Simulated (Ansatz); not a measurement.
The same calculation of CH₃NOSi, SMILES O[SiH]1C=N1 as a Python script and as an input file (Ansatz 0.2.0, Python API).

`md_ch3nosi.py`
```python
"""A short Born-Oppenheimer trajectory of CH3NOSi."""

import ansatz as az
from ase import Atoms
import numpy as np

atoms = Atoms(["O", "Si", "C", "N", "H", "H", "H"], positions=[
    (-0.7444, 0.9726, -1.1808),
    (0.2961, 0.6413, -0.0098),
    (0.7385, -1.007, 0.2783),
    (-0.3783, -0.8818, 0.5811),
    (-1.5698, 0.4309, -1.1585),
    (0.2008, 1.6025, 1.1263),
    (1.5184, -1.8265, 0.3177),
])
ch3nosi = az.Crystal.molecule_from_ase(atoms)

calculation = (
    ch3nosi.calculation()
    .basis(gaussian="def2-SVP")
    .functional("hf")
    .md("nvt_langevin", timestep=0.25, steps=30, temperature=300, initial_velocities="maxwell_boltzmann", seed=51, friction=0.01)
)
frames = []
calculation.session().plan().execute(on_event=lambda e: frames.append(e["data"]) if e["event"] == "md_step" else None)
print("t (fs)   E_pot (eV)      E_kin (eV)   T (K)   d(0-1) (A)")
for f in frames[::1]:
    xyz = np.array(f["positions_ang"])
    print(f"{f['time_fs']:6.2f} {f['lagrangian_ev']:14.5f} {f['e_kin_ev']:10.5f} {f['temperature_k']:8.1f} {np.linalg.norm(xyz[0] - xyz[1]):9.4f}")
print("mean temperature", round(float(np.mean([f["temperature_k"] for f in frames])), 1), "K")
```

```console
$ python md_ch3nosi.py
t (fs)   E_pot (eV)      E_kin (eV)   T (K)   d(0-1) (A)
  0.00   -12450.99826    0.23267    257.1    1.6011
  0.25   -12451.01764    0.24200    267.5    1.5998
  0.50   -12451.04543    0.26978    298.2    1.5986
  0.75   -12451.08037    0.30916    341.7    1.5974
  1.00   -12451.12131    0.34384    380.0    1.5963
  1.25   -12451.16403    0.37763    417.4    1.5953
  1.50   -12451.20568    0.42613    471.0    1.5944
  1.75   -12451.24419    0.46632    515.4    1.5936
  2.00   -12451.27650    0.49384    545.8    1.5931
  2.25   -12451.30043    0.50282    555.7    1.5926
  2.50   -12451.31608    0.48432    535.3    1.5924
  2.75   -12451.32381    0.50830    561.8    1.5924
  3.00   -12451.32439    0.50534    558.5    1.5924
  3.25   -12451.32104    0.53073    586.6    1.5924
  3.50   -12451.31735    0.53953    596.3    1.5924
  3.75   -12451.31790    0.53430    590.5    1.5924
  4.00   -12451.32506    0.51868    573.2    1.5924
  4.25   -12451.33852    0.54044    597.3    1.5925
  4.50   -12451.35779    0.54017    597.0    1.5927
  4.75   -12451.38050    0.57062    630.6    1.5930
  5.00   -12451.40352    0.60171    665.0    1.5934
  5.25   -12451.42357    0.63064    697.0    1.5938
  5.50   -12451.43823    0.61839    683.4    1.5943
  5.75   -12451.44621    0.59870    661.7    1.5950
  6.00   -12451.44721    0.59529    657.9    1.5958
  6.25   -12451.44088    0.58045    641.5    1.5967
  6.50   -12451.42804    0.55998    618.9    1.5978
  6.75   -12451.41068    0.53251    588.5    1.5991
  7.00   -12451.39034    0.51613    570.4    1.6006
  7.25   -12451.36901    0.49640    548.6    1.6023
  7.50   -12451.34940    0.47236    522.1    1.6042
mean temperature 539.7 K
```

`input.yaml`:
```yaml
crystal:
  periodic: [false, false, false]
  atoms:
    - { symbol: O, position_ang: [-0.7444, 0.9726, -1.1808] }
    - { symbol: Si, position_ang: [0.2961, 0.6413, -0.0098] }
    - { symbol: C, position_ang: [0.7385, -1.007, 0.2783] }
    - { symbol: "N", position_ang: [-0.3783, -0.8818, 0.5811] }
    - { symbol: H, position_ang: [-1.5698, 0.4309, -1.1585] }
    - { symbol: H, position_ang: [0.2008, 1.6025, 1.1263] }
    - { symbol: H, position_ang: [1.5184, -1.8265, 0.3177] }
basis:
  gaussian:
    orbitals: def2-SVP
hamiltonian:
  xc: hf
md:
  timestep: 0.25
  n_steps: 30
  ensemble: nvt_langevin
  temperature: 300.0
  friction: 0.01
  initial_velocities: maxwell_boltzmann
  seed: 51
```

What to keep in mind:
- Total energies depend on the basis set; only differences at equal settings carry meaning.
- The trajectory is only some femtoseconds long, so its temperature is not equilibrated; where the script doesn't relax first, it starts from a rough generated geometry.
- The printed temperature counts all 3N degrees of freedom under Langevin dynamics, so the first row lies under the target.
- Hardware and time: 18 s on 1 thread of Intel(R) Xeon(R) 6975P-C (Granite Rapids), on a shared host, peak memory 0.21 GiB.

(Lines on the test bed's own set-up are left out of the output.)
